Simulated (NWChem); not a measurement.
# GeSiH3Cl3 (SMILES Cl[Si](Cl)(Cl)[GeH3]): levels of theory compared

Wanted: a comparison of 4 runs (HF/STO-3G, HF/3-21G, B3LYP/6-31G*) of GeSiH3Cl3. 

The calculation is run with NWChem 7.3.0.

## 1. The molecule

GeSiH3Cl3: 8 atoms, total charge 0, spin state singlet. SMILES: `Cl[Si](Cl)(Cl)[GeH3]`. The coordinates come from a PBE0-D4/def2-TZVP relaxation.

Bond lengths: Cl1–Si2 2.043 Å, Si2–Cl3 2.043 Å, Si2–Cl4 2.043 Å, Si2–Ge5 2.371 Å, Ge5–H6 1.534 Å, Ge5–H7 1.534 Å, Ge5–H8 1.534 Å. Some angles: Cl1–Si2–Cl3 108.2°, Cl1–Si2–Cl4 108.2°, Cl1–Si2–Ge5 110.8°, Cl3–Si2–Cl4 108.2°, Cl3–Si2–Ge5 110.7°, Cl4–Si2–Ge5 110.8°, Si2–Ge5–H6 108.8°, Si2–Ge5–H7 108.7°, Si2–Ge5–H8 108.8°, H6–Ge5–H7 110.2°.

## 2. Energy and forces at HF/STO-3G (run 1)

File mol.nw:

```
start mol
title "Cl3GeH3Si"
memory 2200 mb

geometry units angstroms noautosym nocenter noautoz
 Cl      -1.199400      -2.142700       0.966600
 Si       0.265200      -1.076200       0.022500
 Cl       2.019000      -1.375800       1.026800
 Cl       0.478300      -1.822000      -1.867500
 Ge      -0.282500       1.230200      -0.041100
 H       -0.430300       1.741700       1.397300
 H        0.844300       1.984600      -0.757800
 H       -1.602600       1.403000      -0.802400
end

basis spherical bse
 * library STO-3G
end

scf
 nopen 0
 rhf
 thresh 1e-08
 maxiter 80
end

task scf gradient
```

Command:

```bash
$ nwchem mol.nw > mol.out
```

What it wrote:

```text
[...]
  functions       =    57
[...]
  wavefunction    = RHF
[...]
         Total SCF energy =  -3703.040614166171
      One-electron energy =  -6607.298142880909
      Two-electron energy =   2183.554738523490
 Nuclear repulsion energy =    720.702790191248
        Time for solution =      5.6s
[...]
                         RHF ENERGY GRADIENTS
    atom               coordinates                        gradient
                 x          y          z           x          y          z
   1 Cl     -2.266537  -4.049116   1.826609    0.015850   0.014983  -0.010745
   2 Si      0.501155  -2.033723   0.042519    0.009831  -0.041542   0.001112
   3 Cl      3.815357  -2.599885   1.940371   -0.020474   0.006324  -0.011406
   4 Cl      0.903856  -3.443081  -3.529063   -0.003104   0.011371   0.021283
   5 Ge     -0.533848   2.324741  -0.077668    0.007730  -0.032726   0.000884
   6 H      -0.813149   3.291336   2.640514   -0.004164   0.014687   0.036980
   7 H       1.595496   3.750350  -1.432034    0.028641   0.020932  -0.018488
   8 H      -3.028475   2.651286  -1.516316   -0.034309   0.005972  -0.019620
[...]
```

Run time: 8.4 s. Hardware: 1 thread of Intel Xeon Platinum 8488C (Sapphire Rapids), shared host; peak memory 0.1 GiB.

## 3. Energy and forces at HF/3-21G (run 2)

File cl3geh3si.nw:

```
start cl3geh3si
memory stack 880 mb heap 220 mb global 1100 mb
charge 0
geometry units angstrom noautosym nocenter noautoz
Cl      -1.199400      -2.142700       0.966600
Si       0.265200      -1.076200       0.022500
Cl       2.019000      -1.375800       1.026800
Cl       0.478300      -1.822000      -1.867500
Ge      -0.282500       1.230200      -0.041100
H       -0.430300       1.741700       1.397300
H        0.844300       1.984600      -0.757800
H       -1.602600       1.403000      -0.802400
end
basis spherical bse
* library 3-21G
end
scf
thresh 1e-08
maxiter 80
end
task scf gradient
```

Command:

```bash
$ nwchem cl3geh3si.nw > cl3geh3si.out
```

What it wrote:

```text
[...]
  functions       =    80
[...]
  wavefunction    = RHF
[...]
         Total SCF energy =  -3726.469784443954
      One-electron energy =  -6619.534059940746
      Two-electron energy =   2172.361485305544
 Nuclear repulsion energy =    720.702790191248
        Time for solution =      6.9s
[...]
                         RHF ENERGY GRADIENTS
    atom               coordinates                        gradient
                 x          y          z           x          y          z
   1 Cl     -2.266537  -4.049116   1.826609    0.033174   0.023825  -0.021332
   2 Si      0.501155  -2.033723   0.042519    0.009340  -0.039405   0.001060
   3 Cl      3.815357  -2.599885   1.940371   -0.039547   0.006493  -0.022675
   4 Cl      0.903856  -3.443081  -3.529063   -0.004751   0.016585   0.042741
   5 Ge     -0.533848   2.324741  -0.077668    0.003600  -0.015295   0.000402
   6 H      -0.813149   3.291336   2.640514   -0.000629   0.002614   0.000501
   7 H       1.595496   3.750350  -1.432034   -0.000128   0.002705  -0.000349
   8 H      -3.028475   2.651286  -1.516316   -0.001060   0.002479  -0.000348
[...]
```

Run time: 10 s. Hardware: 1 thread of Intel Xeon Platinum 8488C (Sapphire Rapids), shared host; peak memory 0.1 GiB.

Run 3 isn't shown in full; the table further down has it.

## 4. Energy and gradient at B3LYP/6-31G(d) (Cartesian functions) (run 4)

File work.nw:

```
START work
memory stack 880 mb heap 220 mb global 1100 mb

GEOMETRY noautosym nocenter noautoz
Cl    -1.199400    -2.142700     0.966600
Si     0.265200    -1.076200     0.022500
Cl     2.019000    -1.375800     1.026800
Cl     0.478300    -1.822000    -1.867500
Ge    -0.282500     1.230200    -0.041100
H     -0.430300     1.741700     1.397300
H      0.844300     1.984600    -0.757800
H     -1.602600     1.403000    -0.802400
END

BASIS cartesian
Cl library 6-31G*
Si library 6-31G*
Ge library 6-31G*
H library 6-31G*
END

DFT
xc b3lyp
mult 1
grid fine
convergence energy 1e-08
maxiter 100
mulliken
END

TASK dft gradient
```

Command:

```bash
$ nwchem work.nw > work.out
```

What it wrote:

```text
[...]
          Wavefunction type:  closed shell.
          No. of atoms     :     8
          No. of electrons :   100
[...]
          Charge           :     0
          Spin multiplicity:     1
[...]
          AO basis - number of functions:   117
[...]
              XC Information
              --------------
                         B3LYP Method XC Potential
                     Hartree-Fock (Exact) Exchange  0.200
                        Slater Exchange Functional  0.800 local
                    Becke 1988 Exchange Functional  0.720 non-local
              Lee-Yang-Parr Correlation Functional  0.810
                  VWN I RPA Correlation Functional  0.190 local
[...]
 d= 0,ls=0.0,diis     1  -3748.7084638209 -4.47D+03  1.57D-02  1.75D+00     6.0
[...]
 d= 0,ls=0.0,diis     8  -3748.8028254875 -3.34D-09  3.33D-06  3.17D-07    36.8
         Total DFT energy =    -3748.802825487500
      One electron energy =    -6640.680163543232
           Coulomb energy =     2357.138320275169
    Exchange-Corr. energy =     -185.963772410686
 Nuclear repulsion energy =      720.702790191248
[...]
  wavefunction    = closed shell
[...]
```

Wall time 55 s (1 thread of Intel Xeon Platinum 8488C (Sapphire Rapids), shared host); peak memory 0.14 GiB.

## 5. Overview of the runs

```
run                               level  iteration cap  module   energy (Eh)  dipole moment (D)  HOMO energy (eV)  LUMO energy (eV)  wall time
  1                           HF/STO-3G             80     scf  -3703.040614               3.71             -9.76              6.31      8.4 s
  2                            HF/3-21G             80     scf  -3726.469784               3.62            -11.61              2.45       10 s
  3  B3LYP/6-31G* (spherical functions)            100     dft  -3748.786402                  –                 –                 –       54 s
  4  B3LYP/6-31G* (Cartesian functions)            100     dft  -3748.802825               1.93             -8.33             -0.70       55 s
```

## 6. Summary of results

| quantity | value |
| --- | --- |
| run 4: total energy | -3748.80283 Eh |
| run 4: dipole moment | 1.93 D |
| run 4: HOMO energy | -8.33 eV |
| run 4: LUMO energy | -0.70 eV |
| run 4: HOMO–LUMO gap | 7.63 eV |
| run 4: largest force on an atom | 0.602 eV/Å |

In words: Over runs 1, 2, 4 the dipole moment (its size) runs from 1.93 D (B3LYP/6-31G*) to 3.71 D (HF/STO-3G). The two ends differ in method and basis. Over runs 1, 2, 4 the HOMO–LUMO gap runs from 7.63 eV (B3LYP/6-31G*) to 16.07 eV (HF/STO-3G). In run 1 the basis is minimal, so the values are rough. All runs together took 2.1 min, the longest 55 s.
